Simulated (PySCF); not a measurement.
# Nd2S3: other functionals and bases at one geometry

The task here is to estimate one member of a computed series from the others.

Computed with PySCF 2.14.0. Level: several levels, as the steps say, no spin–orbit coupling.

4 further runs of the same task are left out: 2 for a known fault of the program, 2 that didn't finish.

## Where the work starts

5 atoms, charge 0, spin multiplicity 1.

Bond lengths: Nd1–Nd2 3.229 Å, Nd1–S3 2.629 Å, Nd1–S4 2.629 Å, Nd1–S5 2.629 Å, Nd2–S3 2.629 Å, Nd2–S4 2.629 Å, Nd2–S5 2.629 Å. Angles: Nd2–Nd1–S3 52.1°, Nd2–Nd1–S4 52.1°, Nd2–Nd1–S5 52.1°, S3–Nd1–S4 86.2°, S3–Nd1–S5 86.2°, S4–Nd1–S5 86.2°, Nd1–Nd2–S3 52.1°, Nd1–Nd2–S4 52.1°, Nd1–Nd2–S5 52.1°, S3–Nd2–S4 86.2°, S3–Nd2–S5 86.2°, S4–Nd2–S5 86.2°, Nd1–S3–Nd2 75.8°, Nd1–S4–Nd2 75.8°, Nd1–S5–Nd2 75.8°.

Coordinates:

```xyz
5

Nd    0.0000    0.0000    1.6147
Nd    0.0000    0.0000   -1.6147
S     2.0743    0.0000    0.0000
S    -1.0372    1.7964    0.0000
S    -1.0372   -1.7964    0.0000
```

Formal oxidation states: Nd +3. Each metal's 3 4f electrons lie in its core potential, so multiplicities, spins and levels count the valence alone. An earlier session relaxed this geometry at B3LYP, Nd lcecp-1-SVP with ECP49, S def2-SVP (singlet, point group D3h).

At B3LYP on the finer grid: E = -1262.405245 Eh, HOMO -4.87 eV, LUMO -1.98 eV, Mulliken charge on Nd1 +0.70 e, largest force component 0.006 eV/Å. 

Levels to run: BP86; HF; PBE0; PBE; B3LYP, TZVP. Hardware: 2 threads of Arm Neoverse V2, shared host.

Set-up of the first run:

run.py (the lines that set the calculation) reads:

```python
mol = gto.M(atom='''
Nd     0.00000     0.00000     1.61471
Nd     0.00000     0.00000    -1.61471
S      2.07432     0.00001     0.00000
S     -1.03717     1.79641     0.00000
S     -1.03716    -1.79642     0.00000''',
    basis={'Nd': 'lcecp-1-SVP', 'S': 'def2-SVP'},
    ecp={'Nd': 'lcecp-1-SVP'},
    charge=0, spin=0)
mf = dft.RKS(mol, xc='B88,P86')
mf.grids.atom_grid = (75, 302)  # f atoms: unpruned, at least (60, 302)
mf = mf.density_fit()  # fitting sets: Nd AutoAux, S def2-universal-JKFIT
mf.conv_tol = 1e-08; mf.max_cycle = 55
mf.kernel(dm0)  # dm0: the density of the relaxed state
```

Started as:

```bash
$ OMP_NUM_THREADS=2 python run.py
```

Among the steps run: BP86; HF; PBE0; PBE; B3LYP, TZVP.

One table of the session follows, with a row left open; its other results are not shown here.

| level | HOMO (eV) | gap (eV) | charge on Nd1 (e) | largest force component (eV/Å) |
| --- | --- | --- | --- | --- |
| B3LYP (relaxed here) | -4.87 | 2.89 | 0.70 | 0.01 |
| BP86 | -4.28 | 1.69 | 0.62 | 0.18 |
| HF | -7.19 | 7.11 | 1.07 | 0.60 |
| PBE0 | ? | ? | ? | ? |
| PBE | -4.20 | 1.69 | 0.62 | 0.23 |
| B3LYP, TZVP | -5.01 | 3.00 | 1.11 | 0.09 |

Estimate the missing values for PBE0.

As computed: HOMO (eV): -5.13; gap (eV): 3.32; charge on Nd1 (e): 0.75; largest force component (eV/Å): 0.45. In the column «HOMO (eV)» it lies between HF (-7.19) and B3LYP, TZVP (-5.01).

In one basis the HOMO–LUMO gap runs from 1.69 eV (BP86) to 7.11 eV (HF). The largest leftover force, 0.60 eV/Å with HF, stands at a geometry relaxed at another level. With 4f in the core, its levels are missing from HOMO and gap, and its count is fixed, so no charge can pass from the ligands into it. Total energies of different levels can't be compared.
